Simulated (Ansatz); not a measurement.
# GaB3As4: the band gap up the ladder of functionals

The task here is to estimate one member of a computed series from the others.

Code: Ansatz 0.2.0. PAW datasets, plane waves. The calculation is spin-unpolarised, and the structure need not be a phase that has been made.

### Starting point

The cell was relaxed beforehand with r2SCAN.

It is orthorhombic, Amm2 (No. 38); a = 3.531 Å, b = 7.119 Å, c = 10.112 Å in the conventional setting, 15.89 Å³ an atom. Around B lie 4 As at 2.12–2.18 Å; around B lie 4 As at 2.06–2.22 Å; around Ga lie 4 As at 2.30–2.32 Å; around As lie 4 B at 2.18–2.22 Å; around As lie 3 B at 2.12 Å and 1 Ga at 2.32 Å.

As a file:

```cif
data_structure
_symmetry_space_group_name_H-M 'Amm2'
_symmetry_Int_Tables_number 38
_cell_length_a 3.5309
_cell_length_b 7.1192
_cell_length_c 10.1120
_cell_angle_alpha 90.000
_cell_angle_beta 90.000
_cell_angle_gamma 90.000
_cell_volume 254.18
loop_
_atom_site_label
_atom_site_type_symbol
_atom_site_symmetry_multiplicity
_atom_site_Wyckoff_symbol
_atom_site_fract_x
_atom_site_fract_y
_atom_site_fract_z
_atom_site_occupancy
B1 B 2 a 0.00000 0.50000 0.49755 1
B2 B 4 e 0.50000 0.74552 0.25081 1
Ga1 Ga 2 a 0.00000 0.50000 0.99866 1
As1 As 2 b 0.50000 0.50000 0.62398 1
As2 As 4 d 0.00000 0.23297 0.86718 1
As3 As 2 b 0.50000 0.50000 0.14384 1
```

Set-up of the first run:

input.yaml reads:

```yaml
crystal:
  lattice:
    - [3.5308646951, 0.0, 0.0]
    - [0.0, 3.559595573, 5.0560092075]
    - [0.0, -3.559595573, 5.0560092075]
  atoms:
    - { symbol: B, position: [0.0, -0.0024527512, -0.0024527512] }
    - { symbol: B, position: [0.5, -0.0036645834, 0.505289249] }
    - { symbol: B, position: [0.5, 0.505289249, -0.0036645834] }
    - { symbol: Ga, position: [0.0, 0.4986556321, 0.4986556321] }
    - { symbol: As, position: [0.5, 0.123975929, 0.123975929] }
    - { symbol: As, position: [0.0, 0.1001514231, 0.6342077006] }
    - { symbol: As, position: [0.0, 0.6342077006, 0.1001514231] }
    - { symbol: As, position: [0.5, 0.6438374007, 0.6438374007] }
kpoints:
  mp_grid: { grid: [8, 4, 4] }
  band_path:
    path:
      - [[0.0, 0.0, 0.0], [2.66104819243e-19, 0.5, 0.5], [3.157424257134e-19, 0.6260845060805, 0.3739154939195]]
      - [[1.472050033531e-19, 0.3739154939195, -0.3739154939195], [0.0, 0.0, 0.0], [0.5, 7.461439444855e-19, 3.457914293888e-19], [0.5, 0.3739154939195, -0.3739154939195]]
      - [[0.5, 0.6260845060805, 0.3739154939195], [0.5, 0.5, 0.5], [2.66104819243e-19, 0.5, 0.5]]
      - [[0.0, 0.0, 0.0], [2.314737145332e-19, 0.5, -2.044459651447e-17], [0.5, 0.5, -2.044459651447e-17], [0.5, 7.461439444855e-19, 3.457914293888e-19], [0.5, 0.5, 0.5]]
    npoints: 10
hamiltonian:
  xc: pbe
scf:
  occupations: { method: fermi_dirac, width: 0.02 }
  n_extra_bands: 6
output:
  forces: true
  stress: true
  eigenvalues: true
  write_density: true
  write_potential: true
  elf: true
  volumetric_format: npy
```

Command:

```
$ ansatz run input.yaml --threads 4 --pin off --max-ram 6451MiB --backend cpu --events-out ev --progress --plain --runs-dir out
```

Steps of the session up to this table: Band structure with PBE; r2SCAN at the same geometry; HSE06 at the same geometry; PBE+SOC at the same geometry; PBE0 at the same geometry.

One table of the session follows, with a row left open; its other results are not shown here.

| level | gap (eV) |
| --- | --- |
| PBE | 0.36 |
| r2SCAN | 0.61 |
| HSE06 | ? |
| PBE+SOC | 0.33 |
| PBE0 | 1.72 |

Estimate the missing values for HSE06.

**Answer.** gap (eV): 1.05. In the column «gap (eV)» it lies between r2SCAN (0.61) and PBE0 (1.72).

Meshes: PBE 8×4×4, r2SCAN 8×4×4, HSE06 4×4×4, PBE+SOC 8×4×4, PBE0 4×4×4

What this shows: PBE+SOC gives the least gap, 0.33 eV, and PBE0 the largest, 1.72 eV. PBE reaches 34 % of the HSE06 value, and r2SCAN 58 %. PBE0 lies 0.67 eV above HSE06, which differs from it by screening the long-range exchange.

Limits of these values: Warnings in the runs' records: stress exchange threshold loose, stress scf threshold loose.
